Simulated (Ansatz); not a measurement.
# C3H5AlClF: up Jacob's ladder to CCSD(T)

How much do the methods differ for C3H5AlClF? The plan is to run it at one geometry with functionals of several rungs and with coupled cluster, and see how far each lands from CCSD(T) at the basis-set limit for the atomisation energy.

Method: functionals in def2-TZVPP, the program's frozen cores in correlated methods; program: Ansatz 0.2.0, Gaussian basis.

Plan: LDA (SPW92), PBE-D4, revPBE-D4, BLYP-D4, r2SCAN-D4, B97M-V, PBE0-D4, B3LYP-D4, r2SCANh-D4, r2SCAN0-D4, HSE06-D4, BHLYP-D4, CAM-B3LYP-D4, LC-ωPBE, ωB97X-V, ωB97M-V, B2PLYP, PBE-QIDH; CCSD(T)/def2-SVP; CCSD(T)/def2-TZVPP; MP2/def2-QZVPP; extrapolation to the limit; RPA on PBE.

### 1 Structure used throughout

The geometry comes from an earlier relaxation with PBE0-D4 in a triple-zeta def2 set; it is a stationary point, not always the lowest conformer.

SMILES `C=C[CH2][Al]([F])[Cl]`, 11 atoms, charge 0, spin multiplicity 1.

Atoms are counted from 1 here; the program's logs count them from 0.

Bond lengths: C1–C2 1.345 Å, C1–H7 1.082 Å, C1–H8 1.087 Å, C2–C3 1.488 Å, C2–H9 1.088 Å, C3–Al4 1.942 Å, C3–H10 1.091 Å, C3–H11 1.084 Å, Al4–F5 1.648 Å, Al4–Cl6 2.090 Å. Angles: C2–C1–H7 121.0°, C2–C1–H8 121.9°, H7–C1–H8 117.0°, C1–C2–C3 124.9°, C1–C2–H9 117.6°, C3–C2–H9 116.6°, C2–C3–Al4 83.0°, C2–C3–H10 113.6°, C2–C3–H11 114.1°, Al4–C3–H10 110.1°, Al4–C3–H11 121.3°, H10–C3–H11 111.9°, C3–Al4–F5 119.1°, C3–Al4–Cl6 123.0°, F5–Al4–Cl6 117.8°.

### 2 LDA

This LDA is Slater exchange with PW92 correlation.

in.yaml reads:

```yaml
crystal:
  periodic: [false, false, false]
  atoms:
    - {symbol: C, position_ang: [-0.510768, -1.367909, -0.338143]}
    - {symbol: C, position_ang: [0.554673, -0.749200, 0.202073]}
    - {symbol: C, position_ang: [1.127865, 0.536300, -0.281631]}
    - {symbol: Al, position_ang: [-0.603757, 1.236105, 0.251099]}
    - {symbol: F, position_ang: [-1.727428, 1.561346, -0.909207]}
    - {symbol: Cl, position_ang: [-1.080818, 1.712169, 2.228972]}
    - {symbol: H, position_ang: [-0.952362, -2.234341, 0.136446]}
    - {symbol: H, position_ang: [-0.935352, -1.054798, -1.288829]}
    - {symbol: H, position_ang: [0.921170, -1.117217, 1.158441]}
    - {symbol: H, position_ang: [1.234284, 0.585822, -1.365971]}
    - {symbol: H, position_ang: [2.037794, 0.834722, 0.227348]}
basis:
  gaussian: {orbitals: def2-TZVPP}
hamiltonian: {xc: lda}
output: {orbitals: {seedname: orbitals}}
```

Further steps of the session: PBE-D4 (GGA); revPBE-D4 (GGA); BLYP-D4 (GGA); r2SCAN-D4 (meta-GGA); B97M-V (meta-GGA); PBE0-D4 (hybrid); B3LYP-D4 (hybrid); r2SCANh-D4 (hybrid); r2SCAN0-D4 (hybrid); HSE06-D4 (hybrid); BHLYP-D4 (hybrid); CAM-B3LYP-D4 (range-separated); LC-ωPBE-D4 (range-separated); ωB97X-V (range-separated); ωB97M-V (range-separated); B2PLYP (double hybrid); PBE-QIDH (double hybrid); CCSD(T) in def2-SVP; CCSD(T) in def2-TZVPP; MP2 in def2-QZVPP; RPA on PBE orbitals.

Q: Predict the results of all the runs planned. Wanted: atomisation energy, CCSD(T)/CBS; farthest beyond LDA; mean size of error, GGA; mean size of error, meta-GGA; mean size of error, hybrid; mean size of error, range-separated; mean size of error, double hybrid; gap, smallest and largest; T1 diagnostic.

As calculated:

| quantity | value |
| --- | --- |
| atomisation energy, CCSD(T)/CBS | 1066.9 kcal/mol |
| functionals within 5.3 kcal/mol (0.5 %) | B97M-V, PBE0-D4, r2SCANh-D4, HSE06-D4, CAM-B3LYP-D4, LC-ωPBE, ωB97X-V, ωB97M-V, PBE-QIDH |
| farthest beyond LDA | BHLYP-D4 (-33.4 kcal/mol) |
| mean size of error, GGA | 11.8 kcal/mol |
| mean size of error, meta-GGA | 5.5 kcal/mol |
| mean size of error, hybrid | 9.4 kcal/mol |
| mean size of error, range-separated | 1.5 kcal/mol |
| mean size of error, double hybrid | 7.5 kcal/mol |
| gap, smallest and largest | 4.16 eV (LDA (SPW92)), 11.05 eV (LC-ωPBE) |
| T1 diagnostic | 0.0112 |
| triples share of the correlation energy | 3.9 % |

The LDA atomisation energy is off by 143.2 kcal/mol (13 %): it overbinds. PBE-D4 misses by +19.8 kcal/mol. Double hybrids carry the basis error of their MP2 part in triple zeta, and no dispersion term here, so their miss is partly the set-up's. By mean error the best rung here is range-separated (1.5 kcal/mol) and the worst beyond LDA is GGA (11.8 kcal/mol). Misses under about 5.3 kcal/mol are within the doubt on the reference itself, which lacks core-valence correlation, relativity and higher excitations. Hartree-Fock recovers 75 % of the binding; the rest is correlation. CCSD(T) in def2-SVP is off by -50.9 kcal/mol, which most functionals beat. The gap grows from 4.2 to 11.0 eV across the functionals, mostly with the share of exact exchange.
